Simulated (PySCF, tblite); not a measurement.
# C6H13O radical: geometry, infrared bands and EPR parameters

What infrared bands and EPR parameters should C6H13O radical (`CC(C)(C)[CH]CO`) show?

Programs: tblite 0.8.0 and PySCF 2.14.0, with density-fitted response routines of our own. Each step states its level of theory. These are calculated values for one molecule in the gas phase, unless marked as measured. Atoms count from 0, in the outputs and in this text.

## Step 1: Starting geometry

20 atoms, charge 0, multiplicity 2; geometry from: force field or distance geometry start.

Bonds of the start (Å): C0–C1 1.50, C1–C2 1.54, C1–C3 1.49, C1–C4 1.48, C4–C5 1.49, C5–O6 1.40, C0–H7 1.14, C0–H8 1.09, C0–H9 1.10, C2–H10 1.11, C2–H11 1.09, C2–H12 1.12, C3–H13 1.09, C3–H14 1.13, C3–H15 1.15, C4–H16 1.12, C5–H17 1.12, C5–H18 1.13, O6–H19 0.98.

## Step 2: Geometry optimisation with GFN2-xTB

Job settings and geometry (Å):

```
{"job": {"kind": "relax", "xc": "GFN2-xTB", "basis": "xTB"}, "charge": 0, "multiplicity": 2}
C     -1.471300     0.282000    -1.202400
C     -0.421900     0.125600    -0.140500
C     -1.098300    -0.719600     0.956800
C     -0.183300     1.466500     0.457800
C      0.731400    -0.583600    -0.740700
C      1.898100    -0.848000     0.141000
O      2.826000     0.200000     0.114600
H     -2.176600     1.061100    -0.764200
H     -2.036100    -0.635200    -1.377400
H     -1.055900     0.742900    -2.109900
H     -1.957600    -0.118100     1.328700
H     -0.366500    -0.954500     1.731800
H     -1.484100    -1.661400     0.496600
H      0.752900     1.970400     0.200400
H     -1.059200     2.125600     0.182000
H     -0.286800     1.408400     1.597500
H      0.373800    -1.595700    -1.069100
H      2.426900    -1.755900    -0.232600
H      1.612900    -1.085600     1.203600
H      2.970400     0.585800    -0.777300
```

Run with:

```console
> OMP_NUM_THREADS=1 python probes_run.py task.json out
```

The driver reads the jobs from task.json and runs them one after another.

**Question.** This job is followed by: GFN2-xTB harmonic vibrations, gas phase; UKS B3LYP, pcH-1 on C H O, non-relativistic, mean-field spin-orbit, GIAO. What will the session give for the following? strongest single infrared mode (GFN2-xTB); zero-point energy (GFN2-xTB); g(iso) (B3LYP); ⟨S²⟩; largest a(iso) (averaged by class); potential on the surface of density 0.002 e/bohr³, 1st and 99th percentile.

As calculated:

| quantity | value |
| --- | --- |
| strongest single infrared mode (GFN2-xTB) | 1055 cm⁻¹, 135 km/mol |
| zero-point energy (GFN2-xTB) | 109.6 kcal/mol |
| g(iso) (B3LYP) | 2.00254 |
| ⟨S²⟩ | 0.754 (exact 0.75) |
| largest a(iso) (averaged by class) | 1H on H17, H18, 114.8 MHz |
| potential on the surface of density 0.002 e/bohr³, 1st and 99th percentile | -1.69 V and 1.91 V |

In words: Over 201 steps the energy fell by 1.180 eV; of the close pairs, C3–H15 changed most, 1.146 to 1.087 Å. No mode is imaginary among the 54: a minimum at this level. The strongest single mode, at 1055 cm⁻¹, is spread over many atoms; the largest shares are those of O6, C5. Unscaled tight-binding wavenumbers are off by several per cent, some by more. Its intensities can rank the bands wrongly. Most of the unpaired spin sits on C4 (1.03 e). The isotropic g lies 0.2 ppt above the free-electron value. These values are for one conformer; the search (at its own cheap level) found 1 more, at 0.05 kcal/mol, and measured spectra average over such forms.
